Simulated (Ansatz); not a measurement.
# NbIn: the cost of one run

Program: Ansatz 0.2.0. Level of theory: reference: DFT PBEsol, plane waves, PAW, scalar-relativistic, no spin polarisation. These are calculated values, not measurements.

1 further run of the same task is left out (for a known fault of the program).

## 1. The starting structure

Symmetry: Pmma, No. 51, orthorhombic system. Conventional cell: a = 5.101 Å, b = 3.182 Å, c = 5.439 Å, α = 90.00°, β = 90.00°, γ = 90.00°. Nb (site symmetry mm2) has 8 In at 3.10 to 3.20 Å and 4 Nb at 3.18 to 3.23 Å as nearest neighbours. In (site symmetry mm2) has 8 Nb at 3.10 to 3.20 Å and 4 In at 3.16 to 3.18 Å as nearest neighbours.

As a file:

```cif
data_structure
_symmetry_space_group_name_H-M 'Pmma'
_symmetry_Int_Tables_number 51
_cell_length_a 5.1014
_cell_length_b 3.1819
_cell_length_c 5.4385
_cell_angle_alpha 90.000
_cell_angle_beta 90.000
_cell_angle_gamma 90.000
_cell_volume 88.28
loop_
_atom_site_label
_atom_site_type_symbol
_atom_site_symmetry_multiplicity
_atom_site_Wyckoff_symbol
_atom_site_fract_x
_atom_site_fract_y
_atom_site_fract_z
_atom_site_occupancy
Nb1 Nb 2 e 0.25000 0.00000 0.18200 1
In1 In 2 f 0.25000 0.50000 0.67200 1
```

## 2. Baseline

Input file input.yaml:

```yaml
crystal:
  lattice:
    - [5.10143631, 0.0, 0.0]
    - [0.0, 3.1818936, 0.0]
    - [0.0, 0.0, 5.43851511]
  atoms:
    - { symbol: Nb, position: [0.25, 0.0, 0.182] }
    - { symbol: Nb, position: [0.75, 0.0, 0.818] }
    - { symbol: In, position: [0.25, 0.5, 0.672] }
    - { symbol: In, position: [0.75, 0.5, 0.328] }
  symmetry: { tolerance: 0.0003 }
kpoints:
  mp_grid: { grid: [4, 6, 4], shift: [0, 0, 0] }
magnetization:
  spin_polarized: false
scf:
  occupations: { method: fermi_dirac }
hamiltonian:
  pseudopotentials: { kind: paw }
  xc: pbesol
basis:
  ecutwfc: 420
output:
  forces: true
  stress: true
  eigenvalues: true
```

The run is started by

```console
$ ansatz run input.yaml --threads 1 --pin off --max-ram 2560MiB --backend cpu --events-out ev --progress --plain --runs-dir out
```

**Question.** How long does this run take on 1 thread of Arm Neoverse V1, shared host, and how much memory does it need?

About 5.5 s, with a peak of 0.38 GiB.
